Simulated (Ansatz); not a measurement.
# CH₅F₂NOSi: small, medium and large basis sets

One table from this session's results is given with a row withheld; the runs are named, their logs left out.

Computed with Ansatz 0.2.0, Gaussian basis. Level: one geometry, several basis sets.

Plan: PBE0-D4/def2-SVP; ωB97M-V/def2-SVP; PBE0-D4/def2-QZVPP; ωB97M-V/def2-QZVPP; the functionals' def2-TZVPP values are taken from earlier runs.

**The relaxed structure**

All runs share one geometry, relaxed beforehand with PBE0-D4 in a triple-zeta def2 set.

11 atoms, charge 0, spin multiplicity 1.

Atoms are counted from 1 here; the program's logs count them from 0.

Bond lengths: C1–O2 1.413 Å, C1–H7 1.091 Å, C1–H8 1.093 Å, C1–H9 1.093 Å, O2–Si3 1.611 Å, Si3–N4 1.675 Å, Si3–F5 1.591 Å, Si3–F6 1.585 Å, N4–H10 1.004 Å, N4–H11 1.004 Å. Angles: O2–C1–H7 108.0°, O2–C1–H8 110.5°, O2–C1–H9 111.5°, H7–C1–H8 108.7°, H7–C1–H9 108.9°, H8–C1–H9 109.0°, C1–O2–Si3 126.4°, O2–Si3–N4 108.8°, O2–Si3–F5 107.7°, O2–Si3–F6 113.4°, N4–Si3–F5 115.4°, N4–Si3–F6 108.0°, F5–Si3–F6 103.6°, Si3–N4–H10 122.5°, Si3–N4–H11 122.6°, H10–N4–H11 113.4°.

Set-up of the first run:

in.yaml

```yaml
crystal:
  periodic: [false, false, false]
  atoms:
    - {symbol: C, position_ang: [0.018659, -0.659151, 1.808427]}
    - {symbol: O, position_ang: [0.230569, -0.683547, 0.411367]}
    - {symbol: Si, position_ang: [-0.318246, 0.389853, -0.656946]}
    - {symbol: N, position_ang: [0.573157, 0.250519, -2.067831]}
    - {symbol: F, position_ang: [-0.282362, 1.822051, 0.035996]}
    - {symbol: F, position_ang: [-1.847885, 0.189798, -1.021064]}
    - {symbol: H, position_ang: [0.781194, -1.282747, 2.276600]}
    - {symbol: H, position_ang: [-0.966399, -1.065195, 2.054129]}
    - {symbol: H, position_ang: [0.095605, 0.355481, 2.208650]}
    - {symbol: H, position_ang: [1.564901, 0.092983, -2.065763]}
    - {symbol: H, position_ang: [0.216208, 0.532957, -2.963063]}
basis:
  gaussian: {orbitals: def2-SVP}
hamiltonian: {xc: pbe0, dispersion: d4}
output: {orbitals: {seedname: orbitals}}
```

Command:

```sh
$ ansatz run in.yaml --threads 4 --pin off --events-out ev --progress --plain --max-ram 10444MiB
```

Among the steps run: PBE0-D4 in def2-SVP; ωB97M-V in def2-SVP; PBE0-D4 in def2-QZVPP; ωB97M-V in def2-QZVPP.

One table of the session follows, with a row left open; its other results are not shown here.

It belongs to the step «Density functionals: the series». 

| functional | basis | HOMO (eV) | LUMO (eV) |
| --- | --- | --- | --- |
| PBE0-D4 | def2-SVP | -7.91 | 1.44 |
| PBE0-D4 | def2-TZVPP | -8.16 | 0.79 |
| PBE0-D4 | def2-QZVPP | -8.21 | 0.40 |
| ωB97M-V | def2-SVP | -10.33 | 3.10 |
| ωB97M-V | def2-TZVPP | -10.58 | 2.24 |
| ωB97M-V | def2-QZVPP | ? | ? |

Estimate the missing values for ωB97M-V, def2-QZVPP.

As computed: HOMO (eV): -10.64; LUMO (eV): 1.64. In the column «HOMO (eV)» it is the lowest.
